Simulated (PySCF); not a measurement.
# C2H3AlN (SMILES [CH3][Al][C]#N) at 3 levels

Wanted: a comparison of 3 runs (TD-PBE/def2-SVP, TD-PBE/ma-def2-SVP, TD-PBE/def2-SVPD) of C2H3AlN. 

The results are computed with PySCF 2.14.0.

## 1. Starting point

C2H3AlN: 7 atoms, total charge 0, spin state doublet. SMILES: `[CH3][Al][C]#N`. The coordinates come from a PBE0-D4/def2-TZVP relaxation.

Bond lengths: C1–Al2 1.955 Å, Al2–C3 1.956 Å, C3–N4 1.156 Å, C1–H5 1.094 Å, C1–H6 1.094 Å, C1–H7 1.093 Å. Angles: C1–Al2–C3 116.5°, Al2–C3–N4 176.1°, Al2–C1–H5 110.7°, Al2–C1–H6 110.6°, Al2–C1–H7 110.6°, H5–C1–H6 107.1°, H5–C1–H7 108.9°, H6–C1–H7 108.9°.

## 2. The excited states at TD-PBE/def2-SVP (run 1)

calc.py reads:

```python
from pyscf import gto, dft, tdscf

system = gto.M(
    atom='''
C       -0.673300       0.886300      -0.395500
Al       0.922500       0.335200       0.590400
C        1.254700      -1.588500       0.707200
N        1.516400      -2.708800       0.817100
H       -0.404600       1.537900      -1.231600
H       -1.348300       1.454900       0.250400
H       -1.206400       0.014900      -0.783600
''',
    spin=1,
    basis='def2-svp',
    verbose=3,
    max_memory=1860,
)

mf = dft.UKS(system, xc='pbe')
mf.conv_tol = 1e-10
mf.grids.level = 4
mf.kernel()
if not mf.converged:
    mf = mf.newton().run(mf.mo_coeff, mf.mo_occ)

energy = mf.e_tot
print('E = %.10f Eh' % energy)

td = mf.TDDFT()
td.nstates = 3
td.kernel()
td.analyze()
roots = td.e * 27.211386
osc = td.oscillator_strength()
print('state   eV      nm      f')
for i, (w, f) in enumerate(zip(roots, osc), 1):
    print('%3d %9.4f %8.1f %9.5f' % (i, w, 1239.842 / w, f))
```

Launch:

```
OMP_NUM_THREADS=1 python calc.py
```

The program printed:

```text
WARN: HOMO -0.162951225862672 >= LUMO -0.162951225862671

converged SCF energy = -374.670586772954  <S^2> = 0.75104598  2S+1 = 2.0010457
E = -374.6705867730 Eh
Excitation energies (eV)
[1.96815138 4.0534317  4.28023172]

** Excitation energies and oscillator strengths **
state   eV      nm      f
  1    1.9682    630.0   0.01941
  2    4.0534    305.9   0.00732
  3    4.2802    289.7   0.07702
```

Run time: 2.3 min. Hardware: 1 thread of Arm Neoverse V1, shared host; peak memory 0.54 GiB.

The roots found:

| excited state | energy (eV) | strength |
| --- | --- | --- |
| 1 | 1.968 | 0.0194 |
| 2 | 4.053 | 0.0073 |
| 3 | 4.280 | 0.0770 |

## 3. The vertical excitations at TD-PBE/ma-def2-SVP (run 2)

calc.py reads:

```python
# [CH3][Al][C]#N
from pyscf import gto, dft, tdscf

mol = gto.Mole()
mol.atom = '''
C     -1.272353     1.674864    -0.747387
Al     1.743272     0.633436     1.115694
C      2.371039    -3.001830     1.336414
N      2.865581    -5.118890     1.544095
H     -0.764583     2.906210    -2.327387
H     -2.547918     2.749363     0.473187
H     -2.279766     0.028157    -1.480789
'''
mol.basis = 'ma-def2-svp'
mol.charge = 0
mol.verbose = 3
mol.max_memory = 1860
mol.spin = 1
mol.unit = 'bohr'
mol.build()

calc0 = dft.UKS(mol)
calc0.xc = 'pbe'
calc0.grids.level = 4
calc0.conv_tol = 1e-10
calc0.kernel()
if not calc0.converged:
    calc0 = calc0.newton().run(calc0.mo_coeff, calc0.mo_occ)

energy = calc0.e_tot
print('E(%s) = %.9f' % ('PBE', energy))

td = tdscf.TDDFT(calc0)
td.nstates = 3
td.kernel()
td.analyze()
roots = td.e * 27.211386
osc = td.oscillator_strength()
print('state   eV      nm      f')
for i, (w, f) in enumerate(zip(roots, osc), 1):
    print('%3d %9.4f %8.1f %9.5f' % (i, w, 1239.842 / w, f))
```

Launch:

```
OMP_NUM_THREADS=1 python calc.py
```

The program printed:

```text
converged SCF energy = -374.670816231593  <S^2> = 0.75107086  2S+1 = 2.0010706
E(PBE) = -374.670816232
Excitation energies (eV)
[1.94353248 3.94524213 4.22464703]

** Excitation energies and oscillator strengths **
state   eV      nm      f
  1    1.9435    637.9   0.02003
  2    3.9452    314.3   0.05394
  3    4.2246    293.5   0.04728
```

Run time: 2.7 min. Hardware: 1 thread of Arm Neoverse V1, shared host; peak memory 0.58 GiB.

The roots found:

| excited state | energy (eV) | strength |
| --- | --- | --- |
| 1 | 1.944 | 0.0200 |
| 2 | 3.945 | 0.0539 |
| 3 | 4.225 | 0.0473 |

## 4. The excited states at TD-PBE/def2-SVPD (run 3)

input.py reads:

```python
from pyscf import gto, dft, tdscf

molecule = gto.M(
    atom='''
C   -0.673300   0.886300  -0.395500
Al   0.922500   0.335200   0.590400
C    1.254700  -1.588500   0.707200
N    1.516400  -2.708800   0.817100
H   -0.404600   1.537900  -1.231600
H   -1.348300   1.454900   0.250400
H   -1.206400   0.014900  -0.783600
''',
    spin=1,
    max_memory=1860,
    verbose=3,
    basis='def2-svpd',
)

myscf = dft.UKS(molecule, xc='pbe')
myscf.conv_tol = 1e-10
myscf.grids.level = 4
myscf.kernel()
if not myscf.converged:
    myscf = myscf.newton().run(myscf.mo_coeff, myscf.mo_occ)

e_final = myscf.e_tot
print(f'total energy: {e_final:.8f} hartree')

td = myscf.TDDFT()
td.nstates = 3
td.kernel()
td.analyze()
roots = td.e * 27.211386
osc = td.oscillator_strength()
print('state   eV      nm      f')
for i, (w, f) in enumerate(zip(roots, osc), 1):
    print('%3d %9.4f %8.1f %9.5f' % (i, w, 1239.842 / w, f))
```

Launch:

```
OMP_NUM_THREADS=1 python input.py
```

The program printed:

```text
converged SCF energy = -374.680812611764  <S^2> = 0.75113955  2S+1 = 2.0011392
total energy: -374.68081261 hartree
Excitation energies (eV)
[1.95337326 3.98759097 4.21848607]

** Excitation energies and oscillator strengths **
state   eV      nm      f
  1    1.9534    634.7   0.01847
  2    3.9876    310.9   0.04750
  3    4.2185    293.9   0.05083
```

Run time: 4.3 min. Hardware: 1 thread of Arm Neoverse V1, shared host; peak memory 0.74 GiB.

The roots found:

| excited state | energy (eV) | strength |
| --- | --- | --- |
| 1 | 1.953 | 0.0185 |
| 2 | 3.988 | 0.0475 |
| 3 | 4.218 | 0.0508 |

## 5. All runs side by side

| run | level | energy (Eh) | dipole moment (D) of the reference | HOMO energy (eV) | LUMO energy (eV) | wall time |
| --- | --- | --- | --- | --- | --- | --- |
| 1 | TD-PBE/def2-SVP | -374.670587 | 3.79 | -5.05 | -3.50 | 2.3 min |
| 2 | TD-PBE/ma-def2-SVP | -374.670816 | 4.12 | -5.19 | -3.63 | 2.7 min |
| 3 | TD-PBE/def2-SVPD | -374.680813 | 4.08 | -5.17 | -3.61 | 4.3 min |

## 6. Results

| quantity | value |
| --- | --- |
| run 3: ground-state or mean-field energy | -374.68081 Eh |
| run 3: dipole moment (PBE Kohn–Sham density) | 4.08 D |
| run 3: HOMO energy (PBE Kohn–Sham orbitals) (highest over α and β) | -5.17 eV |
| run 3: LUMO energy (PBE Kohn–Sham orbitals) (lowest over α and β) | -3.61 eV |
| run 3: ⟨S²⟩ of the reference determinant | 0.751 |
| run 3: lowest excitation energy | 1.95 eV |

Over the runs the total energy spans 0.278 eV. All runs together took 9.3 min, the longest 4.3 min.
